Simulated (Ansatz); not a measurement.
# AlSe: what a guessed cell relaxes into, part 2 of 2

Where does this trial cell of AlSe go when cell and atoms are let free?

Ansatz 0.2.0; DFT PBE, scalar-relativistic, plane waves, PAW. Earlier steps stand in the parts before.

## Step 4: Full relaxation

The end of the coarse run is made exact in the group found at a tolerance of 0.06 Å and reduced to its primitive cell.

Input file input.yaml:

```yaml
crystal:
  lattice:
    - [2.9433064508, 0.0, 0.0]
    - [-1.4716532254, 2.5489781575, 0.0]
    - [0.0, 0.0, 5.185637044]
  atoms:
    - { symbol: Al, position: [0.0, 0.0, 0.0] }
    - { symbol: Se, position: [0.0, 0.0, 0.5] }
basis:
  ecutwfc: 420
kpoints:
  mp_grid: { grid: [24, 24, 12] }
hamiltonian:
  xc: pbe
scf:
  occupations: { method: gaussian, width: 0.1 }
output:
  forces: true
  stress: true
  eigenvalues: true
  write_density: true
  write_potential: true
  elf: true
  volumetric_format: npy
relax:
  adjacent_minimum: "off"
  f_tol: 0.01
  max_steps: 80
  cell: { stress_tol: 0.05 }
```

Run with:

```console
$ ansatz run input.yaml --threads 1 --pin off --max-ram 2048MiB --backend cpu --events-out ev --progress --plain --runs-dir out
```

Output:

```text
Warning: RAYON_NUM_THREADS=1 ignored (pool sized by the plan → 1); use --threads N
Engine: ansatz 0.2.0, aarch64-unknown-linux-gnu
Pseudopotentials: kind: paw
Pseudopotential: Al, paw, valence charge 3, recommended cutoff 420 eV (normal), Al.paw.azcp
Pseudopotential: Se, paw, valence charge 16, recommended cutoff 420 eV (normal), Se.paw.azcp
Functional definition: PBE
  parameter kappa = 0.804
  parameter beta = 0.06672455060314922
  exchange = pbe_x(kappa = kappa, mu = beta*pi^2/3)
  correlation = pbe_c(beta = beta)
Crystal: 2 atoms, lattice volume = 38.905 Å³
Basis set: ecut = 420 eV, 737 PW (Γ), exchange–correlation on 40×40×72 points (8 copies of the dense FFT grid, shifted against one another)
Bands: 14, of which v1, the nominal top of the filled ones, is band 10 counted from 1 (9 counted from 0)
Symmetry: 24 space group operations
Space group: P6/mmm (ITA 191), of the structure as read, at distance tolerance 3.4e-5 Å
k-points: 427 of 6912
Non-local potential: Al, projectors of the file, l = 0: 2, l = 1: 2, l = 2: 1
Non-local potential: Se, projectors of the file, l = 0: 2, l = 1: 2, l = 2: 3, l = 3: 1
PAW form: soft (Blöchl's): semilocal exchange-correlation on the pseudo side does not see the compensation charge
PAW one-centre angular grid: Al, 110 points (default); XC on 64 Gauss nodes
PAW one-centre angular grid: Se, 590 points (default); XC on 64 Gauss nodes
Initial density: superposition of atomic densities (neutral atoms: chi_scale 0, normalization atom), corrected by the library's trained network
Initial wavefunctions: pseudopotential atomic-orbital guess
Functional: x = pbe(κ = 0.804, μ = 0.2195149727645171), c = pbe(β = 0.06672455060314922)
SCF iter   1: F=—  HF=-6006.473485 eV  |F-HF|=—  |Δ(HF+E_count)|=         —  Δρ=2.93e-3  dr2=2.80e-3  ethr=1.77e-3  ⟨swp⟩=5.1  Hψ=32587  notcnv=0
preconditioner: auto → none  [metal: Δε(μ)=0.006 eV  Ē_g=10.909 eV  σ=0.100 eV  W_gap=0.03  n_scr=2 (ndim 8)  ℏωp=17.9 eV  f_vac=0.000  D(μ)=0.69/eV (n_scr^D=2)  sad-step TF]
SCF iter   2: F=—  HF=-6006.472795 eV  |F-HF|=—  |Δ(HF+E_count)|=   6.90e-4  Δρ=1.71e-3  dr2=1.00e-3  ethr=1.47e-5  ⟨swp⟩=1.3  Hψ=9668  notcnv=0
SCF iter   3: F=—  HF=-6006.472655 eV  |F-HF|=—  |Δ(HF+E_count)|=   1.39e-4  Δρ=3.74e-4  dr2=1.28e-4  ethr=5.28e-6  ⟨swp⟩=2.0  Hψ=7600  notcnv=0
SCF iter   4: F=—  HF=-6006.472623 eV  |F-HF|=—  |Δ(HF+E_count)|=   3.27e-5  Δρ=1.36e-4  dr2=8.30e-6  ethr=6.72e-7  ⟨swp⟩=2.5  Hψ=9821  notcnv=0
SCF iter   5: F=—  HF=-6006.472623 eV  |F-HF|=—  |Δ(HF+E_count)|=   2.17e-7  Δρ=2.28e-5  dr2=8.45e-8  ethr=4.37e-8  ⟨swp⟩=2.1  Hψ=7512  notcnv=0
SCF iter   6: F=-6006.472623 eV  HF=-6006.472623 eV  |F-HF|=5.94e-8  |Δ(HF+E_count)|=   6.83e-8  Δρ=8.73e-6  dr2=6.52e-8  ethr=4.45e-10  ⟨swp⟩=6.1  Hψ=34572  notcnv=0
SCF 1 converged in 6 iterations: F = -6006.472623 eV  dr2 = 6.52e-8
relax step   1: F+E_penalty+E_count = -6006.47262296 eV  Δ(F+E_penalty+E_count) = +0.000e0 eV  max|allowed force component| = 1.027e-33 eV/Å  Δτ_max = 0.0000 Å  P = +0.795 GPa  Ω = 38.905 Å³  (6 SCF iters, dr2 threshold 1.00e-7 eV, accepted)
Crystal: 2 atoms, lattice volume = 38.950 Å³
Basis set: ecut = 420 eV, 749 PW (Γ), exchange–correlation on 40×40×72 points (8 copies of the dense FFT grid, shifted against one another)
Initial density: handed on by an earlier stage of this run
Initial wavefunctions: those handed on with the density
iter 1 solved again at ethr=7.90e-6 eV; its pass at ethr=3.10e-3 eV (dr2=1.50e-3 eV) is discarded
SCF iter   1: F=—  HF=-6006.481915 eV  |F-HF|=—  |Δ(HF+E_count)|=         —  Δρ=1.21e-3  dr2=1.43e-3  ethr=7.90e-6  ⟨swp⟩=1.1  Hψ=39213  notcnv=0
preconditioner: auto → none  [metal: Δε(μ)=0.018 eV  Ē_g=10.881 eV  σ=0.100 eV  W_gap=0.10  n_scr=4 (ndim 8)  ℏωp=17.8 eV  f_vac=0.000  D(μ)=0.73/eV (n_scr^D=2)]
SCF iter   2: F=—  HF=-6006.481574 eV  |F-HF|=—  |Δ(HF+E_count)|=   3.42e-4  Δρ=4.36e-4  dr2=7.84e-5  ethr=7.54e-6  ⟨swp⟩=1.7  Hψ=6342  notcnv=0
SCF iter   3: F=—  HF=-6006.481546 eV  |F-HF|=—  |Δ(HF+E_count)|=   2.72e-5  Δρ=1.14e-4  dr2=3.90e-6  ethr=4.13e-7  ⟨swp⟩=2.0  Hψ=7232  notcnv=0
iter 4 did not close the SCF: its close was put off for the readings that it lacked (scf_convergence_deferred on its scf_iter line)
SCF iter   4: F=-6006.481546 eV  HF=-6006.481546 eV  |F-HF|=4.44e-8  |Δ(HF+E_count)|=   3.48e-8  Δρ=1.94e-5  dr2=7.08e-8  ethr=2.06e-8  ⟨swp⟩=1.9  Hψ=7016  notcnv=0
iter 5 did not close the SCF: its close was put off for the readings that it lacked (scf_convergence_deferred on its scf_iter line)
SCF iter   5: F=-6006.481546 eV  HF=-6006.481546 eV  |F-HF|=2.78e-10  |Δ(HF+E_count)|=   4.68e-8  Δρ=1.10e-6  dr2=3.29e-10  ethr=3.73e-10  ⟨swp⟩=2.1  Hψ=8029  notcnv=0
SCF iter   6: F=-6006.481546 eV  HF=-6006.481546 eV  |F-HF|=1.76e-10  |Δ(HF+E_count)|=  3.55e-11  Δρ=2.62e-7  dr2=3.84e-11  ethr=1.73e-12  ⟨swp⟩=4.0  Hψ=28809  notcnv=0
SCF 2 converged in 6 iterations: F = -6006.481546 eV  dr2 = 3.84e-11
relax step   2: F+E_penalty+E_count = -6006.48154649 eV  Δ(F+E_penalty+E_count) = -8.924e-3 eV  max|allowed force component| = 1.950e-30 eV/Å  Δτ_max = 0.0000 Å  P = +0.685 GPa  Ω = 38.950 Å³  energy of the carried Pulay correction = +3.689e-6 eV  (6 SCF iters, dr2 threshold 2.00e-7 eV, accepted)
Crystal: 2 atoms, lattice volume = 39.435 Å³
iter 1 solved again at ethr=5.68e-6 eV; its pass at ethr=3.10e-3 eV (dr2=1.08e-3 eV) is discarded
SCF iter   1: F=—  HF=-6006.482592 eV  |F-HF|=—  |Δ(HF+E_count)|=         —  Δρ=7.86e-4  dr2=1.12e-3  ethr=5.68e-6  ⟨swp⟩=2.2  Hψ=36496  notcnv=0
preconditioner: auto → none  [metal: Δε(μ)=0.022 eV  Ē_g=10.826 eV  σ=0.100 eV  W_gap=0.13  n_scr=4 (ndim 8)  ℏωp=17.7 eV  f_vac=0.000  D(μ)=0.71/eV (n_scr^D=2)]
SCF iter   2: F=—  HF=-6006.482349 eV  |F-HF|=—  |Δ(HF+E_count)|=   2.42e-4  Δρ=1.34e-4  dr2=6.45e-6  ethr=5.68e-6  ⟨swp⟩=1.7  Hψ=6363  notcnv=0
SCF iter   3: F=—  HF=-6006.482335 eV  |F-HF|=—  |Δ(HF+E_count)|=   1.41e-5  Δρ=6.11e-5  dr2=1.14e-6  ethr=3.40e-8  ⟨swp⟩=2.1  Hψ=7233  notcnv=0
iter 4 did not close the SCF: its close was put off for the readings that it lacked (scf_convergence_deferred on its scf_iter line)
SCF iter   4: F=-6006.482335 eV  HF=-6006.482335 eV  |F-HF|=2.69e-9  |Δ(HF+E_count)|=   1.36e-7  Δρ=4.04e-6  dr2=6.40e-9  ethr=5.99e-9  ⟨swp⟩=2.0  Hψ=6656  notcnv=0
iter 5 did not close the SCF: its close was put off for the readings that it lacked (scf_convergence_deferred on its scf_iter line)
SCF iter   5: F=-6006.482335 eV  HF=-6006.482335 eV  |F-HF|=1.85e-10  |Δ(HF+E_count)|=  2.07e-10  Δρ=1.20e-6  dr2=3.60e-10  ethr=3.37e-11  ⟨swp⟩=2.0  Hψ=9947  notcnv=0
SCF iter   6: F=-6006.482335 eV  HF=-6006.482335 eV  |F-HF|=2.27e-11  |Δ(HF+E_count)|=  6.28e-11  Δρ=2.27e-7  dr2=2.32e-11  ethr=1.90e-12  ⟨swp⟩=4.0  Hψ=28650  notcnv=0
the search or the solves at the SCF's close seem to have found levels that the self-consistency loop had missed (the run counts 1). By its estimate they hold under 1e-12 electrons; where the run keeps them, the occupations were computed again with them
SCF 3 converged in 6 iterations: F = -6006.482335 eV  dr2 = 2.32e-11
relax step   3: F+E_penalty+E_count = -6006.48233548 eV  Δ(F+E_penalty+E_count) = -7.890e-4 eV  max|allowed force component| = 3.258e-32 eV/Å  Δτ_max = 0.0000 Å  P = -0.182 GPa  Ω = 39.435 Å³  energy of the carried Pulay correction = -8.005e-5 eV  (6 SCF iters, dr2 threshold 2.00e-7 eV, accepted)
Crystal: 2 atoms, lattice volume = 39.334 Å³
iter 1 solved again at ethr=4.43e-7 eV; its pass at ethr=3.10e-3 eV (dr2=8.41e-5 eV) is discarded
SCF iter   1: F=—  HF=-6006.482451 eV  |F-HF|=—  |Δ(HF+E_count)|=         —  Δρ=2.07e-4  dr2=8.32e-5  ethr=4.43e-7  ⟨swp⟩=1.7  Hψ=34595  notcnv=0
preconditioner: auto → none  [metal: Δε(μ)=0.022 eV  Ē_g=10.829 eV  σ=0.100 eV  W_gap=0.12  n_scr=4 (ndim 8)  ℏωp=17.8 eV  f_vac=0.000  D(μ)=0.73/eV (n_scr^D=2)]
SCF iter   2: F=—  HF=-6006.482421 eV  |F-HF|=—  |Δ(HF+E_count)|=   3.10e-5  Δρ=2.84e-5  dr2=4.01e-7  ethr=4.38e-7  ⟨swp⟩=1.8  Hψ=6423  notcnv=0
iter 3 did not close the SCF: its close was put off for the readings that it lacked (scf_convergence_deferred on its scf_iter line)
SCF iter   3: F=-6006.482421 eV  HF=-6006.482421 eV  |F-HF|=6.14e-9  |Δ(HF+E_count)|=   8.14e-9  Δρ=1.20e-5  dr2=6.29e-8  ethr=2.11e-9  ⟨swp⟩=2.1  Hψ=7351  notcnv=0
iter 4 did not close the SCF: its close was put off for the readings that it lacked (scf_convergence_deferred on its scf_iter line)
SCF iter   4: F=-6006.482421 eV  HF=-6006.482421 eV  |F-HF|=3.89e-10  |Δ(HF+E_count)|=   1.88e-9  Δρ=1.49e-6  dr2=8.13e-10  ethr=3.31e-10  ⟨swp⟩=2.0  Hψ=7633  notcnv=0
iter 5 did not close the SCF: its close was put off for the readings that it lacked (scf_convergence_deferred on its scf_iter line)
SCF iter   5: F=-6006.482421 eV  HF=-6006.482421 eV  |F-HF|=4.08e-10  |Δ(HF+E_count)|=  2.93e-10  Δρ=3.47e-7  dr2=7.36e-11  ethr=4.28e-12  ⟨swp⟩=2.0  Hψ=10021  notcnv=0
SCF iter   6: F=-6006.482421 eV  HF=-6006.482421 eV  |F-HF|=9.09e-12  |Δ(HF+E_count)|=  1.87e-10  Δρ=8.69e-8  dr2=4.26e-12  ethr=1.00e-12  ⟨swp⟩=3.9  Hψ=27771  notcnv=0
SCF 4 converged in 6 iterations: F = -6006.482421 eV  dr2 = 4.26e-12
relax step   4: F+E_penalty+E_count = -6006.48242054 eV  Δ(F+E_penalty+E_count) = -8.506e-5 eV  max|allowed force component| = 2.568e-33 eV/Å  Δτ_max = 0.0000 Å  P = -0.004 GPa  Ω = 39.334 Å³  energy of the carried Pulay correction = -6.207e-5 eV  (6 SCF iters, dr2 threshold 1.30e-7 eV, accepted)
Initial wavefunctions: pseudopotential atomic-orbital guess (no wavefunctions were taken with the density)
iter 1 solved again at ethr=2.22e-7 eV; its pass at ethr=3.10e-3 eV (dr2=4.23e-5 eV) is discarded
SCF iter   1: F=—  HF=-6006.482187 eV  |F-HF|=—  |Δ(HF+E_count)|=         —  Δρ=3.66e-4  dr2=1.11e-6  ethr=2.22e-7  ⟨swp⟩=2.0  Hψ=46796  notcnv=0
preconditioner: auto → none  [metal: Δε(μ)=0.022 eV  Ē_g=10.832 eV  σ=0.100 eV  W_gap=0.12  n_scr=4 (ndim 8)  ℏωp=17.8 eV  f_vac=0.000  D(μ)=0.72/eV (n_scr^D=2)]
SCF iter   2: F=—  HF=-6006.482424 eV  |F-HF|=—  |Δ(HF+E_count)|=   2.38e-4  Δρ=1.83e-4  dr2=2.78e-7  ethr=5.85e-9  ⟨swp⟩=2.0  Hψ=7045  notcnv=0
SCF iter   3: F=—  HF=-6006.482498 eV  |F-HF|=—  |Δ(HF+E_count)|=   7.42e-5  Δρ=2.92e-6  dr2=5.76e-9  ethr=1.46e-9  ⟨swp⟩=1.0  Hψ=5978  notcnv=0
SCF iter   4: F=—  HF=-6006.482498 eV  |F-HF|=—  |Δ(HF+E_count)|=   8.89e-9  Δρ=6.93e-7  dr2=1.38e-10  ethr=3.03e-11  ⟨swp⟩=1.7  Hψ=6437  notcnv=0
SCF iter   5: F=—  HF=-6006.482498 eV  |F-HF|=—  |Δ(HF+E_count)|=  1.07e-10  Δρ=2.90e-7  dr2=3.31e-11  ethr=1.00e-12  ⟨swp⟩=1.1  Hψ=6044  notcnv=0
SCF iter   6: F=-6006.482498 eV  HF=-6006.482498 eV  |F-HF|=1.82e-12  |Δ(HF+E_count)|=  1.09e-11  Δρ=1.38e-8  dr2=3.78e-14  ethr=1.00e-12  ⟨swp⟩=5.0  Hψ=20719  notcnv=0
SCF 5 converged in 6 iterations: F = -6006.482498 eV  dr2 = 3.78e-14
relax step   5: F+E_penalty+E_count = -6006.48249850 eV  Δ(F+E_penalty+E_count) = -7.796e-5 eV  max|allowed force component| = 1.599e-32 eV/Å  Δτ_max = 0.0000 Å  P = -0.001 GPa  Ω = 39.334 Å³  stress off target by 8.20e-3 GPa  SCF on the basis re-selected at this cell (its energy is not comparable with the rows above)  (6 SCF iters)
basis re-selected at this cell: Δ(F+E_penalty+E_count) = -7.796e-5 eV, ΔP = +0.002 GPa vs the last step (what re-selecting the basis moved, of the pressure what is left beyond the Pulay correction that the steps carried, after the strain that the cell walked since its last selection, with what the two solves' SCF thresholds leave and, on support functions, any second-order correction that the steps lacked; it is no measure of the basis error at this ecutwfc). This SCF's stress stands 8.20e-3 GPa from its target on what of the cell is left free (relax.cell.stress_tol is 5.00e-2 GPa) and its largest allowed force component is 1.60e-32 eV/Å (relax.f_tol is 1.00e-2 eV/Å): within both
SCF converged after 6 iterations
Free energy (F): -6006.482498 eV
Harris-Foulkes:  -6006.482498 eV  (|F-HF|=1.82e-12)
Internal energy: -6006.478876 eV  (E = F + TS)
E sigma→0 (E₀):  -6006.480687 eV
Entropy (-TS):   -0.003622 eV (-1.811 meV/atom)
Fermi energy:    9.152368 eV
--- Per-component energies (eV) ---
  E_band       = -364.906796
  E_kinetic    = 139.551040
  E_local      = -2920.041545  (includes V_loc(G=0)·N_el)
  E_nonlocal   = -584.440116
  E_hartree    = 1456.083110
  E_xc         = -143.231452
  E_vxc        = -126.282390  (∫ρ·V_xc dr)
  E_paw        = -2379.081520  (= ΣΔE_a)
  E_vpaw       = 214.140603  (= ΣTr[D̂ρ^β])
  E_aug_tail   = -0.000602  (compensation charges beyond the density's cutoff)
  E_ewald      = -1575.317792
  E_smearing   = -0.003622  (= −TS)
  E_closure    = 0.000000  (closes the sum)
  Σ components = -6006.482498   (vs F -6006.482498, Δ=0.00e0)
--- Forces (eV/Å), atoms counted from 1 ---
  atom   1  Al     0.00000000    -0.00000000     0.00000000
  atom   2  Se     0.00000000    -0.00000000     0.00000000
  max |Σ_I F_I| component: 3.38e-32 eV/Å
--- Stress (GPa, compression-positive) ---
       -0.006072       0.000000       0.000000
        0.000000      -0.006072      -0.000000
        0.000000      -0.000000       0.008198
  P = ⅓ Tr σ = -0.0013 GPa (-0.013 kbar)
--- Band table (eV; the first three rows and the last of 427) ---
  k-point 0: bands = ["-39.3735", "-39.3735", "-39.3068", "-39.3068", "-39.2999", "-6.6587", "1.8412", "2.5799", "12.0854", "12.0854", "15.3751", "17.3075", "20.5520", "20.6066"]
  k-point 1: bands = ["-39.3735", "-39.3735", "-39.3068", "-39.3068", "-39.2999", "-6.6522", "1.4490", "3.0615", "12.0870", "12.0870", "14.6710", "17.8890", "20.6374", "20.6374"]
  k-point 2: bands = ["-39.3735", "-39.3735", "-39.3068", "-39.3068", "-39.2999", "-6.6343", "0.9190", "3.8590", "12.0914", "12.0914", "13.4445", "18.6619", "20.7297", "20.7297"]
  k-point 426: bands = ["-39.3646", "-39.3646", "-39.3112", "-39.3112", "-39.2900", "-2.9488", "4.3972", "4.3972", "5.1524", "8.1020", "8.1020", "13.1059", "14.4813", "17.5851"]
--- Relaxed structure (4 steps of the walk, 4 accepted, 1 SCFs on fresh bases) ---
  F+E_penalty+E_count = -6006.48249850 eV   max|allowed force component| = 1.599e-32 eV/Å   (the final SCF, on the basis selected at the relaxed cell)
  cell:  # Å, volume = 39.3339 Å³
    - [2.9299378554635727, 0.0, 0.0]
    - [-1.4649689277317863, 2.537400614341153, 0.0]
    - [0.0, 0.0, 5.290777361254902]
  atoms:
    - { symbol: Al, position: [2.5720442408384956e-36, 7.870514776654397e-36, 0.0] }
    - { symbol: Se, position: [-2.5720442408384956e-36, -7.870514776654397e-36, 0.5] }
```

Wall time 70 s (1 thread of Arm Neoverse V1, shared host); peak memory 0.5 GiB.

The steps of the relaxation:

| step | energy from step 1 (eV/cell) | largest force component (eV/Å) | pressure (GPa) | volume (Å³) |
| --- | --- | --- | --- | --- |
| 1 | 0.0000 | 0.0000 | 0.80 | 38.90 |
| 2 | -0.0089 | 0.0000 | 0.68 | 38.95 |
| 3 | -0.0097 | 0.0000 | -0.18 | 39.43 |
| 4 | -0.0098 | 0.0000 | 0.00 | 39.33 |
| 5 | -0.0099 | 0.0000 | 0.00 | 39.33 |

Step 1 is the start. Step 5 repeats the geometry before it on a plane-wave basis chosen anew for that cell, so its energy need not be comparable with the rows above.

|  | before | after | change |
| --- | --- | --- | --- |
| a (Å) | 2.943 | 2.930 | -0.5 % |
| b (Å) | 2.943 | 2.930 | -0.5 % |
| c (Å) | 5.186 | 5.291 | +2.0 % |
| volume (Å³/atom) | 19.45 | 19.67 | +1.1 % |
| shortest distance (Å) | 2.593 | 2.645 | +2.0 % |
| space group (0.01 Å) | P6/mmm | P6/mmm | same |

Forces and stress were held to the start's 24 operations: a distortion of lower symmetry was not tested.

Density in a lattice plane of the grid's cell (edges 2.93 and 5.29 Å, at 0.000 of the third edge), which holds Al and Se.

Values in e/Å³, 12 rows by 6 columns:
```
 0.08  0.14  0.19  0.16  0.19  0.14
 0.21  0.19  0.13  0.10  0.13  0.19
 0.35  0.25  0.12  0.08  0.12  0.25
 0.84  0.56  0.21  0.11  0.21  0.56
10.00  2.48  0.42  0.20  0.42  2.48
41.47  7.18  0.55  0.25  0.55  7.18
10.00  2.48  0.42  0.20  0.42  2.48
 0.84  0.56  0.21  0.11  0.21  0.56
 0.35  0.25  0.12  0.08  0.12  0.25
 0.21  0.19  0.13  0.10  0.13  0.19
 0.08  0.14  0.19  0.16  0.19  0.14
 0.05  0.10  0.22  0.20  0.22  0.10
```
Columns run along the first of these edges and rows up along the second, over one cell in 6 and 12 even steps from the bottom left corner. Atoms in the plane (fractional): Al at (0.00, 0.00), Se at (1.00, 0.50).

ELF in the same plane.

Values, 12 rows by 6 columns:
```
0.06 0.20 0.66 0.66 0.66 0.20
0.59 0.48 0.33 0.27 0.33 0.48
0.76 0.61 0.23 0.09 0.23 0.61
0.84 0.78 0.48 0.14 0.48 0.78
0.55 0.74 0.66 0.27 0.66 0.74
0.14 0.57 0.71 0.34 0.71 0.57
0.55 0.74 0.66 0.27 0.66 0.74
0.84 0.78 0.48 0.14 0.48 0.78
0.76 0.61 0.23 0.09 0.23 0.61
0.59 0.48 0.33 0.27 0.33 0.48
0.06 0.20 0.66 0.66 0.66 0.20
0.44 0.11 0.79 0.79 0.79 0.11
```
Columns run along the first of these edges and rows up along the second, over one cell in 6 and 12 even steps from the bottom left corner. Atoms in the plane (fractional): Al at (0.00, 0.00), Se at (1.00, 0.50).

Both are smooth fields of the valence electrons: close to the nuclei they are not physical.

The highest ELF values outside the cores: 0.84 on the Se–Al line, 0.9 Å from Se; 0.81 on the Al–Al line, 1.2 Å from Al.

## Step 5: Changed: lower_state_search light

Edit input.yaml of step 4 so:

```diff
@@ -16,10 +16,7 @@
   occupations: { method: gaussian, width: 0.1 }
+  lower_state_search: light
 output:
   forces: true
+  eigenvalues: true
   stress: true
-  eigenvalues: true
-  write_density: true
-  write_potential: true
-  elf: true
-  volumetric_format: npy
 relax:
```

Run with:

```console
$ ansatz run input.yaml --threads 1 --pin off --max-ram 2048MiB --backend cpu --events-out ev --progress --plain --runs-dir out
```

Output (excerpt; [...] marks lines left out):

```text
Warning: RAYON_NUM_THREADS=1 ignored (pool sized by the plan → 1); use --threads N
[...]
[... 4 set-up lines as earlier in the session ...]
[...]
Crystal: 2 atoms, lattice volume = 38.905 Å³
Basis set: ecut = 420 eV, 737 PW (Γ), exchange–correlation on 40×40×72 points (8 copies of the dense FFT grid, shifted against one another)
Bands: 14, of which v1, the nominal top of the filled ones, is band 10 counted from 1 (9 counted from 0)
[... 2 set-up lines as earlier in the session ...]
k-points: 427 of 6912
[...]
SCF iter   1: F=—  HF=-6006.473485 eV  |F-HF|=—  |Δ(HF+E_count)|=         —  Δρ=2.93e-3  dr2=2.80e-3  ethr=1.77e-3  ⟨swp⟩=5.1  Hψ=32587  notcnv=0
[...]
  atom   2  Se     0.00000000     0.00000000     0.00000000
[...]
--- Stress (GPa, compression-positive) ---
       -0.006072       0.000000       0.000000
       -0.000000      -0.006072       0.000000
        0.000000       0.000000       0.008197
  P = ⅓ Tr σ = -0.0013 GPa (-0.013 kbar)
--- Band table (eV; the first three rows and the last of 427) ---
  k-point 0: bands = ["-39.3735", "-39.3735", "-39.3068", "-39.3068", "-39.2999", "-6.6587", "1.8412", "2.5799", "12.0854", "12.0854", "15.3751", "17.3075", "20.5520", "20.6066"]
[...]
--- Relaxed structure (4 steps of the walk, 4 accepted, 1 SCFs on fresh bases) ---
  F+E_penalty+E_count = -6006.48249850 eV   max|allowed force component| = 1.027e-33 eV/Å   (the final SCF, on the basis selected at the relaxed cell)
  cell:  # Å, volume = 39.3339 Å³
    - [2.9299378542696726, 2.788197157241672e-35, 0.0]
    - [-1.4649689271348363, 2.537400613307205, 0.0]
    - [0.0, 0.0, 5.290777411135968]
  atoms:
    - { symbol: Al, position: [-2.4378406014558965e-36, 1.6847820693775707e-36, 0.0] }
    - { symbol: Se, position: [2.4378406014558965e-36, -1.6847820693775707e-36, 0.5] }
```

Wall time 66 s (1 thread of Arm Neoverse V1, shared host); peak memory 0.49 GiB.

| run | ending | energy change | pressure (GPa) | gap (eV) | force (eV/Å) | cycles | time |
| --- | --- | --- | --- | --- | --- | --- | --- |
| step 4 | converged | 0 | 0.0 | 0.00 | 0.00 | - | 70 s |
| variant | converged | 0.0 meV/atom | 0.0 | 0.00 | 0.00 | - | 66 s |

The changed input (search for lower states) leaves the energy the same to the digits printed.

## Step 6: Summary of results

This closing draws on all 2 parts. Changes of volume or cell count from the first structure of part 1.

| quantity | value |
| --- | --- |
| symmetry at the end (tolerance 0.05 Å) | space group P6/mmm (No. 191) |
| conventional cell | a = 2.930 Å, b = 2.930 Å, c = 5.291 Å, α = 90.00°, β = 90.00°, γ = 120.00° |
| volume | 19.67 Å³/atom |
| energy over the elements | +0.05 eV/atom |
| gap on the mesh | none (metal) |

In words: The space group P6/mmm (No. 191) is kept, and the volume per atom shrinks by 20.3 % from the first guess. The formation energy is positive, so the separate elements lie lower. No finished test with a distortion of lower symmetry is shown, so the end may be a saddle point. The final runs have no spin polarisation, so no magnetic state was tried and one may lie lower.
